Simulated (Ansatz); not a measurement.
# C3H7FOZn: a ladder of functionals and wavefunction methods

An exercise on one series of results from a longer session: the logs are not shown, and one member is left open.

The runs use Ansatz 0.2.0, Gaussian basis; functionals in def2-TZVPP, the program's frozen cores in correlated methods.

The runs, in order: PBE-D4, r2SCAN-D4, PBE0-D4, B3LYP-D4, ωB97X-V, ωB97M-V, B2PLYP; CCSD(T)/def2-TZVPP; MP2/def2-QZVPP; extrapolation to the limit.

## Structure used throughout

All runs share one geometry, relaxed beforehand with PBE0-D4 in a triple-zeta def2 set.

SMILES `CC(C)[O][Zn][F]`, 13 atoms, charge 0, spin multiplicity 1.

Atoms are counted from 1 here; the program's logs count them from 0.

Bond lengths: C1–C2 1.517 Å, C1–H7 1.098 Å, C1–H8 1.093 Å, C1–H9 1.091 Å, C2–C3 1.517 Å, C2–O4 1.408 Å, C2–H10 1.099 Å, C3–H11 1.093 Å, C3–H12 1.091 Å, C3–H13 1.098 Å, O4–Zn5 1.764 Å, Zn5–F6 1.741 Å. Angles: C2–C1–H7 110.3°, C2–C1–H8 111.7°, C2–C1–H9 110.5°, H7–C1–H8 107.5°, H7–C1–H9 108.3°, H8–C1–H9 108.5°, C1–C2–C3 111.8°, C1–C2–O4 111.4°, C1–C2–H10 108.3°, C3–C2–O4 111.4°, C3–C2–H10 108.3°, O4–C2–H10 105.4°, C2–C3–H11 111.7°, C2–C3–H12 110.5°, C2–C3–H13 110.3°, H11–C3–H12 108.5°, H11–C3–H13 107.5°, H12–C3–H13 108.3° and more.

Set-up of the first run:

File in.yaml:

```yaml
crystal:
  periodic: [false, false, false]
  atoms:
    - {symbol: C, position_ang: [-0.313594, 0.469213, -1.311918]}
    - {symbol: C, position_ang: [0.195804, -0.611115, -0.376727]}
    - {symbol: C, position_ang: [-0.812612, -0.937174, 0.708752]}
    - {symbol: O, position_ang: [1.446728, -0.268097, 0.170914]}
    - {symbol: Zn, position_ang: [1.653675, 1.146287, 1.204955]}
    - {symbol: F, position_ang: [1.997185, 2.507042, 2.235917]}
    - {symbol: H, position_ang: [-0.530997, 1.387297, -0.749678]}
    - {symbol: H, position_ang: [-1.235904, 0.166117, -1.814151]}
    - {symbol: H, position_ang: [0.435262, 0.700899, -2.071375]}
    - {symbol: H, position_ang: [0.374069, -1.521679, -0.966362]}
    - {symbol: H, position_ang: [-1.755220, -1.297412, 0.288668]}
    - {symbol: H, position_ang: [-0.417061, -1.701456, 1.380048]}
    - {symbol: H, position_ang: [-1.037334, -0.039932, 1.300938]}
basis:
  gaussian: {orbitals: def2-TZVPP}
hamiltonian: {xc: pbe, dispersion: d4}
output: {forces: true, orbitals: {seedname: orbitals}}
```

Started as:

```console
$ ansatz run in.yaml --threads 2 --pin off --events-out ev --progress --plain --max-ram 32768MiB --backend cuda --devices 0, --max-vram 18GiB
```

Among the steps run: PBE-D4 (GGA); r2SCAN-D4 (meta-GGA); PBE0-D4 (hybrid); B3LYP-D4 (hybrid); ωB97X-V (range-separated); ωB97M-V (range-separated); B2PLYP (double hybrid); CCSD(T) in def2-TZVPP; MP2 in def2-QZVPP.

One table of the session follows, with a row left open; its other results are not shown here.

```
            method  atomisation energy (eV)
            PBE-D4                   50.968
         r2SCAN-D4                   50.216
           PBE0-D4                   50.009
          B3LYP-D4                        ?
           ωB97X-V                   50.101
           ωB97M-V                   49.984
            B2PLYP                   49.375
     HF/def2-TZVPP                   36.369
    MP2/def2-TZVPP                   49.887
   CCSD/def2-TZVPP                   48.051
CCSD(T)/def2-TZVPP                   48.780
           MP2/CBS                   51.169
       CCSD(T)/CBS                   50.063
```

**Question.** Estimate the row for B3LYP-D4.

The run gave: atomisation energy (eV): 49.655. In the column «atomisation energy (eV)» it lies between B2PLYP (49.375) and MP2/def2-TZVPP (49.887).

To keep in mind: Free atoms (3 C, 1 O, 1 Zn, 1 F, 7 H) were run apart at each level; the atomisation energy is their sum less the molecule, without zero-point or spin-orbit terms.
